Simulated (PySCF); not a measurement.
# F5Fe ([FeF5]3-): the cost of one run

Computed with PySCF 2.14.0 and routines of our own; the level stands in each step. Atoms count from 0.

## 1. The starting structure

6 atoms, charge -3, states of the metal's open shell are computed; geometry from: model start, shaken.

## 2. Optimising the geometry at PBE0-D3(BJ)/def2-TZVP

Job settings and geometry (Å):

```
{"job": {"xc": "PBE0", "basis": "def2-TZVP", "d3": "d3bj", "grid": 1, "maxiter": 45, "solvent": "water", "kind": "geom"}, "charge": -3, "metal": "Fe", "open_shell": "d6"}
Fe     0.000020     0.004480    -0.004110
F     -0.013360    -0.006820     2.005130
F      0.000900     0.020100    -2.027380
F      2.010690     0.007350     0.005350
F     -1.008420     1.735410    -0.000440
F     -0.999570    -1.769530    -0.006860
```

Started as:

```console
$ OMP_NUM_THREADS=1 python lf_run.py task.json out
```

The driver reads the jobs from task.json and runs them one after another.

Q: Estimate the wall time and peak memory of this first job on 1 thread of Arm Neoverse V1, shared host.

About 8.2 min, with a peak of 1.4 GiB.
